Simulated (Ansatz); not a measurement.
# H6SeSi: the cost of one run

The runs use Ansatz 0.2.0, Gaussian basis; PBE0-D4, def2-SVP first, then def2-TZVP.

153 further runs of the same task are left out: 1 that didn't finish, 152 set aside as unsound or not needed.

## 1. The system as given

The guess: 8 atoms, charge 0, spin multiplicity 1.

Atoms are counted from 1 here; the program's logs count them from 0.

Bond lengths: Si1–H3 1.463 Å, Si1–H4 1.459 Å, Si1–H5 1.465 Å, Se7–H8 1.446 Å. Angles: H3–Si1–H4 122.2°, H3–Si1–H5 107.1°, H4–Si1–H5 109.1°.

Geometry (Å):

```
Si   -0.13230   -0.24620   -0.94680
H     0.28740   -1.26020    0.57930
H     1.05900   -0.94580   -1.42890
H    -1.42410   -0.91080   -0.81640
H    -0.29060    0.95340   -1.77260
H     0.41470   -0.99260    1.50460
Se    0.17420    0.99040    1.42830
H    -0.08820    2.41200    1.45240
```

Distances that are to change: Si1–Se7 2.70 Å, H2–H6 0.97 Å, Si1–H2 1.88 Å, H6–Se7 2.00 Å.

## 2. Constrained relaxation of the guess

File hold/in.yaml:

```yaml
crystal:
  periodic: [false, false, false]
  atoms:
    - {symbol: Si, position_ang: [-0.132300, -0.246200, -0.946800]}
    - {symbol: H, position_ang: [0.287400, -1.260200, 0.579300]}
    - {symbol: H, position_ang: [1.059000, -0.945800, -1.428900]}
    - {symbol: H, position_ang: [-1.424100, -0.910800, -0.816400]}
    - {symbol: H, position_ang: [-0.290600, 0.953400, -1.772600]}
    - {symbol: H, position_ang: [0.414700, -0.992600, 1.504600]}
    - {symbol: Se, position_ang: [0.174200, 0.990400, 1.428300]}
    - {symbol: H, position_ang: [-0.088200, 2.412000, 1.452400]}
basis:
  gaussian: {orbitals: def2-SVP}
hamiltonian: {xc: pbe0, dispersion: d4}
relax: {f_tol: 0.08, max_steps: 120, escape_saddle: false, constraints: [{distance: [0, 6]}, {distance: [1, 5]}, {distance: [0, 1]}, {distance: [5, 6]}]}
```

Launch:

```console
$ ansatz run in.yaml --threads 2 --pin off --events-out ev --progress --plain --max-ram 4352MiB
```

**Question.** How long does this run take on 2 threads of Arm Neoverse V1, shared host?

About 22 s.
